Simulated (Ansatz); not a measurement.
**C6H12O: a ladder of functionals and wavefunction methods**

One table from this session's results is given with a row withheld; the runs are named, their logs left out.

Computed with Ansatz 0.2.0, Gaussian basis. Level: functionals in def2-TZVPP, the program's frozen cores in correlated methods.

Plan: LDA (SPW92), PBE-D4, revPBE-D4, BLYP-D4, r2SCAN-D4, B97M-V, PBE0-D4, B3LYP-D4, r2SCANh-D4, r2SCAN0-D4, HSE06-D4, BHLYP-D4, CAM-B3LYP-D4, LC-ωPBE, ωB97X-V, ωB97M-V, B2PLYP, PBE-QIDH; CCSD(T)/def2-SVP; CCSD(T)/def2-TZVPP; MP2/def2-QZVPP; extrapolation to the limit; RPA on PBE.

## Structure used throughout

The geometry comes from an earlier relaxation with PBE0-D4 in a triple-zeta def2 set; it is a stationary point, not always the lowest conformer.

SMILES `CCC(=O)C(C)C`, 19 atoms, charge 0, spin multiplicity 1.

Atoms are counted from 1 here; the program's logs count them from 0.

Bond lengths: C1–C2 1.515 Å, C1–H8 1.090 Å, C1–H9 1.092 Å, C1–H10 1.092 Å, C2–C3 1.513 Å, C2–H11 1.097 Å, C2–H12 1.096 Å, C3–O4 1.207 Å, C3–C5 1.520 Å, C5–C6 1.529 Å, C5–C7 1.516 Å, C5–H13 1.099 Å, C6–H14 1.091 Å, C6–H15 1.094 Å, C6–H16 1.092 Å, C7–H17 1.090 Å, C7–H18 1.092 Å, C7–H19 1.092 Å. Angles: C2–C1–H8 110.8°, C2–C1–H9 110.8°, C2–C1–H10 111.0°, H8–C1–H9 108.6°, H8–C1–H10 107.2°, H9–C1–H10 108.3°, C1–C2–C3 113.4°, C1–C2–H11 110.4°, C1–C2–H12 111.8°, C3–C2–H11 107.0°, C3–C2–H12 108.7°, H11–C2–H12 105.1°, C2–C3–O4 121.2°, C2–C3–C5 117.1°, O4–C3–C5 121.7°, C3–C5–C6 111.2°, C3–C5–C7 111.5°, C3–C5–H13 105.5° and more.

Set-up of the first run:

File in.yaml:

```yaml
crystal:
  periodic: [false, false, false]
  atoms:
    - {symbol: C, position_ang: [2.251828, -1.562902, 0.735452]}
    - {symbol: C, position_ang: [1.407687, -0.620167, -0.096715]}
    - {symbol: C, position_ang: [0.054494, -0.327681, 0.514639]}
    - {symbol: O, position_ang: [-0.384487, -1.001255, 1.414363]}
    - {symbol: C, position_ang: [-0.721332, 0.850151, -0.052802]}
    - {symbol: C, position_ang: [-0.935675, 0.696309, -1.558614]}
    - {symbol: C, position_ang: [-2.030792, 1.059396, 0.682769]}
    - {symbol: H, position_ang: [1.728948, -2.504866, 0.902415]}
    - {symbol: H, position_ang: [3.200616, -1.774236, 0.238759]}
    - {symbol: H, position_ang: [2.466148, -1.134481, 1.716325]}
    - {symbol: H, position_ang: [1.224533, -1.046539, -1.090724]}
    - {symbol: H, position_ang: [1.922320, 0.329060, -0.283074]}
    - {symbol: H, position_ang: [-0.076669, 1.727362, 0.101099]}
    - {symbol: H, position_ang: [0.004553, 0.641790, -2.109727]}
    - {symbol: H, position_ang: [-1.512060, -0.207298, -1.776115]}
    - {symbol: H, position_ang: [-1.497924, 1.549004, -1.944995]}
    - {symbol: H, position_ang: [-1.870500, 1.172169, 1.755363]}
    - {symbol: H, position_ang: [-2.693521, 0.202700, 0.542990]}
    - {symbol: H, position_ang: [-2.538178, 1.951492, 0.308600]}
basis:
  gaussian: {orbitals: def2-TZVPP}
hamiltonian: {xc: lda}
output: {orbitals: {seedname: orbitals}}
```

Run with:

```bash
> ansatz run in.yaml --threads 2 --pin off --events-out ev --progress --plain --max-ram 32768MiB --backend cuda --devices 0, --max-vram 18GiB
```

Among the steps run: LDA; PBE-D4 (GGA); revPBE-D4 (GGA); BLYP-D4 (GGA); r2SCAN-D4 (meta-GGA); B97M-V (meta-GGA); B3LYP-D4 (hybrid); r2SCANh-D4 (hybrid); r2SCAN0-D4 (hybrid); HSE06-D4 (hybrid); BHLYP-D4 (hybrid); CAM-B3LYP-D4 (range-separated); LC-ωPBE (range-separated); ωB97X-V (range-separated); ωB97M-V (range-separated); B2PLYP (double hybrid); PBE-QIDH (double hybrid).

One of the session's tables, all rows but one given; the rest of the session is left out.

It belongs to the step «Frontier levels by functional». 

```
  functional  HOMO (eV)  gap (eV)
 LDA (SPW92)      -5.65      3.97
      PBE-D4      -5.48      4.04
   revPBE-D4      -5.40      4.06
     BLYP-D4      -5.40      4.07
   r2SCAN-D4      -5.76      4.58
      B97M-V      -5.95      4.86
     PBE0-D4      -7.04      6.76
    B3LYP-D4      -6.81      6.26
  r2SCANh-D4          ?         ?
  r2SCAN0-D4      -7.24      7.11
    HSE06-D4      -6.63      5.97
    BHLYP-D4      -8.56      9.50
CAM-B3LYP-D4      -8.51      9.41
     LC-ωPBE      -9.78     11.96
     ωB97X-V      -9.49     11.54
     ωB97M-V      -9.44     11.34
```

Estimate the missing values for r2SCANh-D4.

Worked estimate for «HOMO (eV)». Against the share of exact exchange, r2SCAN-D4 (0, -5.76), r2SCAN0-D4 (0.25, -7.24) give a slope of -5.92 per unit share; at 0.1 the line stands at -6.35.

The run gave: HOMO (eV): -6.35; gap (eV): 5.59. In «HOMO (eV)» the line misses by 0.00.
